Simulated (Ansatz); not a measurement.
BaMg7:

```xyz
8
Lattice="6.9429 0.0000 0.0000 -3.4714 6.0127 0.0000 0.0000 0.0000 5.3046" Properties=species:S:1:pos:R:3 pbc="T T T"
Ba    0.0000    0.0000    2.6523
Mg    3.4714    2.0042    0.0000
Mg    1.5950    4.9294    0.0000
Mg   -1.5950    4.9294    0.0000
Mg    0.0000    2.1667    0.0000
Mg    0.0000    5.9425    2.6523
Mg    1.6749    3.0415    2.6523
Mg   -1.6749    3.0415    2.6523
```

The cell comes from a database or a generator and needn't be the stable form of this composition.

Base run:

```yaml
Program: Ansatz 0.2.0
Functional: PBE
Potentials_or_basis: Ansatz PAW
Cutoff: 420 eV
Density_cutoff: 1680 eV
k_mesh: 5 × 5 × 5
Occupations: fermi-dirac, width 0.05 eV
Spin: no spin polarisation
```

Its results: band gap on the k mesh none (metal or under the smearing width); pressure 0.0 GPa; largest force 0.074 eV/Å.

**Question.** The run is repeated on the same cell with these changes: functional from PBE to PBEsol; occupations from fermi-dirac, width 0.05 eV to gaussian, width 0.02 eV. What comes out?

**Answer.** Band gap on the k mesh none (metal or under the smearing width); pressure -0.8 GPa; largest force 0.037 eV/Å.

Caveats: the PAW data sets come from PBE, with cores solved anew for the run's functional, which leaves a small shift of forces and pressure (some runs).

Not every run made on this cell is shown here.
